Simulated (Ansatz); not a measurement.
# CH₃AlSe (SMILES [CH2]1[AlH][Se]1): single points off equilibrium

An exercise on one series of results from a longer session: the logs are not shown, and one member is left open.

The runs use Ansatz 0.2.0, Gaussian basis; single points in def2-TZVPP.

Correlated methods freeze the cores. Filled d shells of the heavier atoms are correlated.

## Where the work starts

SMILES `[CH2]1[AlH][Se]1`, 6 atoms, charge 0, spin multiplicity 1.

Atoms are counted from 1 here; the program's logs count them from 0.

Bond lengths: C1–Al2 1.942 Å, C1–Se3 2.206 Å, C1–H4 1.116 Å, C1–H5 1.122 Å, Al2–Se3 2.249 Å, Al2–H6 1.537 Å. Angles: Al2–C1–Se3 65.3°, Al2–C1–H4 126.6°, Al2–C1–H5 125.5°, Se3–C1–H4 105.3°, Se3–C1–H5 104.6°, H4–C1–H5 107.9°, C1–Al2–Se3 63.0°, C1–Al2–H6 144.6°, Se3–Al2–H6 152.4°, C1–Se3–Al2 51.7°.

Geometry (Å):

```
atom     x (Å)     y (Å)     z (Å)
  C1  -0.27440   0.01760  -0.77000
 Al2   0.26350   0.38720   1.05900
 Se3   0.49940  -1.72850   0.33400
  H4  -1.29190  -0.28050  -1.11750
  H5   0.38790   0.09750  -1.67260
  H6   0.38730   1.48150   2.13050
```

Set-up of the first run:

run/in.yaml

```yaml
crystal:
  periodic: [false, false, false]
  atoms:
    - {symbol: C, position_ang: [-0.274400, 0.017600, -0.770000]}
    - {symbol: Al, position_ang: [0.263500, 0.387200, 1.059000]}
    - {symbol: Se, position_ang: [0.499400, -1.728500, 0.334000]}
    - {symbol: H, position_ang: [-1.291900, -0.280500, -1.117500]}
    - {symbol: H, position_ang: [0.387900, 0.097500, -1.672600]}
    - {symbol: H, position_ang: [0.387300, 1.481500, 2.130500]}
basis:
  gaussian: {orbitals: def2-TZVPP}
correlation: {method: ccsd_t}
output: {forces: true}
```

The command line of these runs was not kept.

Steps of the session up to this table: CCSD(T)/def2-TZVPP; PBE0-D4/def2-TZVPP; wB97M-V/def2-TZVPP; r2SCAN-D4/def2-TZVPP; PBE-D4/def2-TZVPP; B97M-V/def2-TZVPP; SPW92/def2-TZVPP.

One table of the session follows, with a row left open; its other results are not shown here.

```
   method  RMS force component (eV/Å)  angle to CCSD(T) forces (°)  dipole (D)
  CCSD(T)                       0.521                    reference        2.09
  PBE0-D4                       0.566                         13.1        2.12
  wB97M-V                       0.587                         14.1        2.24
r2SCAN-D4                       0.519                         10.7        2.10
   PBE-D4                       0.446                         12.2        1.85
   B97M-V                           ?                            ?           ?
    SPW92                       0.527                         29.8        1.88
```

Q: Estimate the row for B97M-V from the others.

**Answer.** RMS force component (eV/Å): 0.590; angle to CCSD(T) forces (°): 14.0; dipole (D): 1.92. In the column «RMS force component (eV/Å)» it is the highest.
